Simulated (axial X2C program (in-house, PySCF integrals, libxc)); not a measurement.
# InC: bond curves with and without spin–orbit coupling, part 2 of 2

Computed with an in-house X2C program for linear molecules on PySCF integrals; all-electron X2C, In dyall-cv3z, C dyall-v3z.

## 9. PBE0, 2c

State followed: Ω = 3/2 (excess of +ω over −ω: ω = 3/2). The scan is laid around 2.209 Å, a first estimate of the minimum, and this SCF restarts from the orbitals of the search.

The SCF at the reference distance of 2.209 Å:

```text
two-component X2C + atomic mean field  PBE0
basis functions 171  fitting functions 906  grid points 5081
iter        total energy     max residual
   1      -5916.122554791     1.18e-05
   2      -5916.122554797     7.60e-06
   3      -5916.122554798     4.54e-06
converged
one-electron -8278.13355457  Coulomb 2461.02183775  exact exchange -40.90980013  xc functional -125.25268930  nuclear repulsion 70.42919874  atomic mean-field constant -3.27754730
```

Along the bond, energies from the lowest point:

| R (Å) | E (eV) | μ (D) | HOMO (eV) | LUMO (eV) | iterations |
| --- | --- | --- | --- | --- | --- |
| 1.922 | 0.5286 | -1.79 | -6.06 | -2.76 | 12 |
| 2.010 | 0.2142 | -2.06 | -6.11 | -2.62 | 11 |
| 2.076 | 0.0818 | -2.29 | -6.13 | -2.53 | 11 |
| 2.143 | 0.0157 | -2.53 | -6.14 | -2.46 | 11 |
| 2.209 | 0.0000 | -2.80 | -6.14 | -2.40 | 3 |
| 2.286 | 0.0295 | -3.11 | -6.12 | -2.34 | 11 |
| 2.364 | 0.0964 | -3.44 | -6.09 | -2.31 | 10 |
| 2.463 | 0.2196 | -3.87 | -5.97 | -2.29 | 11 |
| 2.584 | 0.4046 | -4.38 | -5.76 | -2.29 | 11 |
| 2.761 | 0.7029 | -5.09 | -5.49 | -2.34 | 12 |

Dipoles are positive if C is the positive end.

Outer spinors at the reference distance:

```json
{"ω": "-3/2", "occupied": "yes", "ε (eV)": "-21.95", "atomic character": "100% In d", "λ mixture": "86% δ, 14% π"}
{"ω": "3/2", "occupied": "yes", "ε (eV)": "-21.94", "atomic character": "100% In d", "λ mixture": "82% δ, 18% π"}
{"ω": "1/2", "occupied": "yes", "ε (eV)": "-21.92", "atomic character": "98% In d", "λ mixture": "58% σ, 42% π"}
{"ω": "-1/2", "occupied": "yes", "ε (eV)": "-21.87", "atomic character": "99% In d", "λ mixture": "60% π, 40% σ"}
{"ω": "5/2", "occupied": "yes", "ε (eV)": "-21.14", "atomic character": "100% In d", "λ mixture": "100% δ"}
{"ω": "-5/2", "occupied": "yes", "ε (eV)": "-21.12", "atomic character": "100% In d", "λ mixture": "100% δ"}
{"ω": "1/2", "occupied": "yes", "ε (eV)": "-21.11", "atomic character": "98% In d", "λ mixture": "58% π, 42% σ"}
{"ω": "3/2", "occupied": "yes", "ε (eV)": "-21.06", "atomic character": "100% In d", "λ mixture": "82% π, 18% δ"}
{"ω": "-1/2", "occupied": "yes", "ε (eV)": "-21.05", "atomic character": "99% In d", "λ mixture": "60% σ, 40% π"}
{"ω": "-3/2", "occupied": "yes", "ε (eV)": "-20.98", "atomic character": "100% In d", "λ mixture": "86% π, 14% δ"}
{"ω": "1/2", "occupied": "yes", "ε (eV)": "-16.16", "atomic character": "71% C s, 10% In s, 9% In p", "λ mixture": "100% σ"}
{"ω": "-1/2", "occupied": "yes", "ε (eV)": "-12.67", "atomic character": "59% C s, 23% In s, 8% In p", "λ mixture": "100% σ"}
{"ω": "1/2", "occupied": "yes", "ε (eV)": "-9.62", "atomic character": "54% In s, 35% C p, 7% C s", "λ mixture": "100% σ"}
{"ω": "-1/2", "occupied": "yes", "ε (eV)": "-8.01", "atomic character": "56% In s, 15% C s, 12% In p", "λ mixture": "100% σ"}
{"ω": "-1/2", "occupied": "yes", "ε (eV)": "-6.51", "atomic character": "82% C p, 13% In p, 4% In d", "λ mixture": "100% π"}
{"ω": "3/2", "occupied": "yes", "ε (eV)": "-6.49", "atomic character": "84% C p, 12% In p, 4% In d", "λ mixture": "100% π"}
{"ω": "1/2", "occupied": "yes", "ε (eV)": "-6.14", "atomic character": "48% C p, 29% In p, 21% In s", "λ mixture": "100% σ"}
{"ω": "1/2", "occupied": "no", "ε (eV)": "-2.40", "atomic character": "70% In p, 28% C p", "λ mixture": "100% π"}
{"ω": "-3/2", "occupied": "no", "ε (eV)": "-2.26", "atomic character": "68% In p, 31% C p", "λ mixture": "100% π"}
{"ω": "-1/2", "occupied": "no", "ε (eV)": "-2.08", "atomic character": "52% C p, 32% In p, 8% In s", "λ mixture": "96% σ, 4% π"}
{"ω": "-1/2", "occupied": "no", "ε (eV)": "-1.62", "atomic character": "80% In p, 13% C p, 4% In d", "λ mixture": "96% π, 4% σ"}
```

PBE0 fields in the half plane through the axis: z from -2.4 to 4.5 Å across, distance from the axis 0.15 to 2.25 Å upwards; In lies at z = 0 and C at z = 2.209 Å; the ELF is damped to zero where the density is low.

log10 density (e/bohr³). Ten even steps from ' ' (-4.78 ) to '@' (1.81 ):
```
......::::::::::::::::::::::::::::::......      
....::::::------------::::::::::::::::::....    
..::::--------------------------------::::....  
::::------==========================----::::....
::::----====++++++++==================----::::..
::----====++++******++++++++++++++++====----::..
::----====++**######**++++++******++++==----::..
::----==++++##%%@@%%##++++++**####**++====--::..
```

ELF. Ten even steps from ' ' (0.00 ) to '@' (0.92 ):
```
      ..--------::..        ......              
    --++******++--::........::----::....        
  --##%%%%##**++==--::::::--==++++++==::..      
--##@@@@%%**++----::::::--==**######**==::..    
++@@@@@@##++--::::::::::--**%%%%@@%%%%**==::    
##@@@@%%**----==++==::::==%%@@@@@@@@@@%%**--..  
%%@@@@%%++--==%%%%%%==::==%%%%++##@@@@@@##==..  
@@@@@@%%==--##--%%--##::==%%==%%::%%@@@@##++::  
```

Re = 2.200 Å, ωe = 475 cm⁻¹, ωexe = 2.75 cm⁻¹, Be = 0.3206 cm⁻¹, De = 2.88 eV, μ = -2.76 D.

## 10. HF, 2c

The SCF at the reference distance of 2.209 Å:

```text
two-component X2C + atomic mean field  HF
basis functions 171  fitting functions 906  grid points 5081
iter        total energy     max residual
   1      -5913.599265885     2.27e-01
   2      -5913.625964585     6.88e-03
   3      -5913.628221707     5.26e-03
   4      -5913.629020443     3.52e-03
   5      -5913.629325119     2.62e-03
   6      -5913.629611044     1.23e-03
   7      -5913.629715641     4.36e-04
   8      -5913.629728002     1.08e-04
   9      -5913.629729535     8.91e-05
  10      -5913.629730231     8.51e-05
  11      -5913.629731107     7.90e-05
  12      -5913.629732212     6.81e-05
  13      -5913.629733795     3.92e-05
  14      -5913.629734109     2.05e-05
  15      -5913.629734137     1.25e-05
  16      -5913.629734144     7.70e-06
  17      -5913.629734147     4.46e-06
  18      -5913.629734149     2.05e-06
converged
one-electron -8277.53562460  Coulomb 2460.52522834  exact exchange -163.77098933  xc functional 0.00000000  nuclear repulsion 70.42919874  atomic mean-field constant -3.27754730
```

Re = 2.231 Å, ωe = 481 cm⁻¹, ωexe = 2.76 cm⁻¹, Be = 0.3117 cm⁻¹, De = 1.81 eV, μ = -2.62 D.

## 11. BP86, 2c

Output at 2.209 Å:

```text
two-component X2C + atomic mean field  BP86
basis functions 171  fitting functions 906  grid points 5081
iter        total energy     max residual
   1      -5917.198323636     8.72e-02
   2      -5917.202321219     9.89e-03
   3      -5917.195996751     2.93e-02
   4      -5917.203227593     2.40e-03
   5      -5917.203291173     9.19e-04
   6      -5917.203299938     1.67e-04
   7      -5917.203300380     8.52e-05
   8      -5917.203300476     1.42e-05
   9      -5917.203300482     7.78e-06
  10      -5917.203300483     7.16e-07
converged
one-electron -8278.01746090  Coulomb 2460.87893702  exact exchange 0.00000000  xc functional -167.21642805  nuclear repulsion 70.42919874  atomic mean-field constant -3.27754730
```

Re = 2.216 Å, ωe = 451 cm⁻¹, ωexe = 2.87 cm⁻¹, Be = 0.316 cm⁻¹, De = 3.01 eV, μ = -2.68 D.

## 12. Correlated methods, 2c

Correlated methods: 17 electrons correlated (frozen shells, counted by type: In 4 s, 3 p, 1 d; C 1 s), 234 virtual spinors in MP2, 110 natural virtuals in coupled cluster.

Output of the correlated part at 2.209 Å:

```text
correlated 17  virtual 234  natural virtual 110  E(MP2) -0.576549475  MP2 remainder -0.028267076
iter   CCSD correlation   residual
   1     -0.517268966   1.34e-01
   2     -0.530592608   5.11e-02
   3     -0.532579582   2.62e-02
   4     -0.532845837   1.31e-02
   5     -0.533237547   6.56e-03
   6     -0.533277171   2.31e-03
   7     -0.533269229   7.08e-04
   8     -0.533280078   3.59e-04
   9     -0.533269741   2.10e-04
  10     -0.533271653   1.41e-04
  11     -0.533270126   9.15e-05
  12     -0.533272041   4.37e-05
  13     -0.533272153   1.85e-05
  14     -0.533272397   1.06e-05
  15     -0.533272584   6.62e-06
  16     -0.533272655   3.49e-06
  17     -0.533272672   1.56e-06
(T) -0.017900310  T1 0.0341  D1 0.0884  max T2 0.066
```

MP2: Re = 2.205 Å, ωe = 484 cm⁻¹, Be = 0.3192 cm⁻¹, De = 2.59 eV.

CCSD: Re = 2.212 Å, ωe = 474 cm⁻¹, Be = 0.317 cm⁻¹, De = 2.48 eV. T1 at Re = 0.024 (Lee–Taylor, the printed value over √2).

CCSD(T): Re = 2.211 Å, ωe = 470 cm⁻¹, Be = 0.3174 cm⁻¹, De = 2.53 eV. T1 at Re = 0.024 (Lee–Taylor, the printed value over √2).

## 13. A higher determinant, 2c

State: Ω = 1/2 (excess of +ω over −ω: 2 × ω = -1/2, ω = 3/2).

Output at the reference distance:

```text
two-component X2C + atomic mean field  PBE0
basis functions 171  fitting functions 906  grid points 5081
iter        total energy     max residual
   1      -5916.102170340     3.16e-05
   2      -5916.102170357     3.74e-05
   3      -5916.102170368     1.26e-05
   4      -5916.102170371     4.11e-06
   5      -5916.102170372     3.95e-07
converged
one-electron -8277.93050054  Coulomb 2460.80946228  exact exchange -40.89952151  xc functional -125.23326205  nuclear repulsion 70.42919874  atomic mean-field constant -3.27754730
```

```csv
R (Å),E above the lowest PBE0 point (eV)
1.922,1.044
2.010,0.743
2.076,0.621
2.143,0.563
2.209,0.555
2.286,0.591
2.364,0.662
2.463,0.787
2.584,0.969
```

Re = 2.189 Å, ωe = 478 cm⁻¹, ωexe = 3.1 cm⁻¹, Be = 0.3239 cm⁻¹, μ = -3.01 D. Te = 0.55 eV.

## 14. The 2c curves together

Energy (eV) of the followed determinant, 2c, from each level's lowest point:

| R (Å) | PBE0 | HF | MP2 | CCSD | CCSD(T) | BP86 |
| --- | --- | --- | --- | --- | --- | --- |
| 1.922 | 0.529 | 0.695 | 0.566 | n/a | n/a | 0.551 |
| 2.010 | 0.214 | 0.308 | 0.233 | 0.245 | 0.237 | 0.234 |
| 2.076 | 0.082 | 0.135 | 0.092 | 0.100 | 0.095 | 0.097 |
| 2.143 | 0.016 | 0.038 | 0.019 | 0.023 | 0.021 | 0.024 |
| 2.209 | 0.000 | 0.000 | 0.000 | 0.000 | 0.000 | 0.000 |
| 2.286 | 0.029 | 0.011 | 0.028 | 0.022 | 0.022 | 0.018 |
| 2.364 | 0.096 | 0.065 | 0.096 | 0.085 | 0.086 | 0.072 |
| 2.463 | 0.220 | 0.180 | 0.223 | 0.207 | 0.208 | 0.177 |
| 2.584 | 0.405 | 0.361 | 0.418 | n/a | n/a | 0.338 |
| 2.761 | 0.703 | 0.662 | 0.739 | n/a | n/a | 0.600 |

Time for the job: 5.6 min (1 thread of Arm Neoverse V1, shared host); peak memory 1.6 GiB.

## 15. Constants

What follows sums up all 2 parts.

Lowest determinant that the search found at its distance, spin-free: M_S = 3/2, Λ = 0 (beyond closed shells: σα, π+α, π-α).

Lowest determinant that the search found at its distance, 2c: Ω = 3/2 (excess of +ω over −ω: ω = 3/2).

| Hamiltonian | level | Re (Å) | ωe (cm⁻¹) | De (eV) | μ (D) |
| --- | --- | --- | --- | --- | --- |
| spin-free | PBE0 | 2.200 | 475 | 2.97 | -2.77 |
| spin-free | HF | 2.231 | 481 | 1.99 | -2.62 |
| spin-free | MP2 | 2.204 | 483 | 2.72 | n/a |
| spin-free | CCSD | 2.211 | 473 | 2.65 | n/a |
| spin-free | CCSD(T) | 2.208 | 474 | 2.69 | n/a |
| spin-free | BP86 | 2.216 | 451 | 3.10 | -2.69 |
| 2c | PBE0 | 2.200 | 475 | 2.88 | -2.76 |
| 2c | HF | 2.231 | 481 | 1.81 | -2.62 |
| 2c | MP2 | 2.205 | 484 | 2.59 | n/a |
| 2c | CCSD | 2.212 | 474 | 2.48 | n/a |
| 2c | CCSD(T) | 2.211 | 470 | 2.53 | n/a |
| 2c | BP86 | 2.216 | 451 | 3.01 | -2.68 |

Dipoles are positive if C is the positive end.

Time per point (s) on 1 thread of Arm Neoverse V1, shared host (2c runs; CCSD comes with the CCSD(T) run); the times are rough: PBE0 0.59, HF 0.62, MP2 1.1, CCSD(T) 19, BP86 0.31.

In words: At CCSD(T), going from spin-free to two-component changes Re by +3 mÅ, ωe by -1.0 %, which is small (part of it comes from the scalar share of the two-electron terms). De moves by -0.16 eV; both De rest on single-determinant atoms, which can miss part of an open shell's spin–orbit lowering.

De refers to In + C, each in the lowest determinant found, which need not be this curve's own limit. Each curve is one determinant whose occupation by symmetry is held fixed; it was picked as the lowest of a PBE0 search that is not exhaustive. De is counted from the lowest determinant-based energies of the atoms at the same level, without counterpoise correction. Density functionals use the spin component along the axis (collinear). CCSD and (T) use frozen natural virtuals with an MP2 correction for the truncation. With several unpaired electrons one determinant need not be a pure state. T1 at Re is 0.024 (Lee–Taylor), above the customary mark of 0.02.
